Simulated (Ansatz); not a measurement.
# ClFHNbO2: up Jacob's ladder to CCSD(T)

One table from this session's results is given with a row withheld; the runs are named, their logs left out.

Computed with Ansatz 0.2.0, Gaussian basis. Level: functionals in def2-TZVPP, the program's frozen cores in correlated methods.

Plan: LDA (SPW92), PBE-D4, revPBE-D4, BLYP-D4, r2SCAN-D4, B97M-V, PBE0-D4, B3LYP-D4, r2SCANh-D4, r2SCAN0-D4, HSE06-D4, BHLYP-D4, CAM-B3LYP-D4, LC-ωPBE, ωB97X-V, ωB97M-V, B2PLYP, PBE-QIDH; CCSD(T)/def2-SVP; CCSD(T)/def2-TZVPP; CCSD(T)/def2-QZVPP; extrapolation to the limit; RPA on PBE.

## The relaxed structure

The geometry comes from an earlier relaxation with PBE0-D4 in a triple-zeta def2 set; it is a stationary point. Nb takes the def2 core potential; no spin-orbit term is included.

6 atoms, charge 0, spin multiplicity 1.

Atoms are counted from 1 here; the program's logs count them from 0.

Bond lengths: O1–Nb2 1.684 Å, Nb2–O3 1.874 Å, Nb2–F4 1.863 Å, Nb2–Cl5 2.296 Å, O3–H6 0.960 Å. Angles: O1–Nb2–O3 107.7°, O1–Nb2–F4 108.3°, O1–Nb2–Cl5 108.5°, O3–Nb2–F4 110.4°, O3–Nb2–Cl5 110.2°, F4–Nb2–Cl5 111.7°, Nb2–O3–H6 130.4°.

Set-up of the first run:

The input, in.yaml:

```yaml
crystal:
  periodic: [false, false, false]
  atoms:
    - {symbol: O, position_ang: [-1.513086, -0.185664, 0.894745]}
    - {symbol: Nb, position_ang: [-0.314607, 0.041754, -0.266599]}
    - {symbol: O, position_ang: [1.329411, -0.396988, 0.519096]}
    - {symbol: F, position_ang: [-0.669562, -1.089936, -1.703366]}
    - {symbol: Cl, position_ang: [-0.326389, 2.247885, -0.902095]}
    - {symbol: H, position_ang: [1.536233, -0.681052, 1.412120]}
basis:
  gaussian: {orbitals: def2-TZVPP}
hamiltonian: {xc: lda}
output: {orbitals: {seedname: orbitals}}
```

On the command line:

```
$ ansatz run in.yaml --threads 2 --pin off --events-out ev --progress --plain --max-ram 32768MiB --backend cpu
```

Among the steps run: LDA; PBE-D4 (GGA); revPBE-D4 (GGA); BLYP-D4 (GGA); r2SCAN-D4 (meta-GGA); B97M-V (meta-GGA); PBE0-D4 (hybrid); B3LYP-D4 (hybrid); r2SCANh-D4 (hybrid); r2SCAN0-D4 (hybrid); HSE06-D4 (hybrid); BHLYP-D4 (hybrid); CAM-B3LYP-D4 (range-separated); LC-ωPBE (range-separated); ωB97X-V (range-separated); ωB97M-V (range-separated); B2PLYP (double hybrid); PBE-QIDH (double hybrid).

One of the session's tables, all rows but one given; the rest of the session is left out.

It belongs to the step «Frontier levels by functional». 

| functional | HOMO (eV) | LUMO (eV) | gap (eV) |
| --- | --- | --- | --- |
| LDA (SPW92) | -8.23 | -3.18 | 5.05 |
| PBE-D4 | -8.03 | -2.92 | 5.12 |
| revPBE-D4 | -7.96 | -2.82 | 5.15 |
| BLYP-D4 | -7.89 | -2.83 | 5.06 |
| r2SCAN-D4 | -8.43 | -2.84 | 5.59 |
| B97M-V | -8.49 | -2.79 | 5.69 |
| PBE0-D4 | -9.53 | -2.15 | 7.38 |
| B3LYP-D4 | -9.25 | -2.39 | 6.86 |
| r2SCANh-D4 | -8.97 | -2.55 | 6.43 |
| r2SCAN0-D4 | ? | ? | ? |
| HSE06-D4 | -9.12 | -2.52 | 6.60 |
| BHLYP-D4 | -10.88 | -1.23 | 9.64 |
| CAM-B3LYP-D4 | -10.91 | -1.06 | 9.84 |
| LC-ωPBE | -12.30 | 0.16 | 12.46 |
| ωB97X-V | -11.92 | 0.07 | 11.99 |
| ωB97M-V | -11.79 | 0.02 | 11.81 |

**Question.** Estimate the row for r2SCAN0-D4.

Worked estimate for «HOMO (eV)». Against the share of exact exchange, r2SCAN-D4 (0, -8.43), r2SCANh-D4 (0.1, -8.97) give a slope of -5.40 per unit share; at 0.25 the line stands at -9.78.

The run gave: HOMO (eV): -9.79; LUMO (eV): -2.09; gap (eV): 7.70. In «HOMO (eV)» the line misses by +0.01.
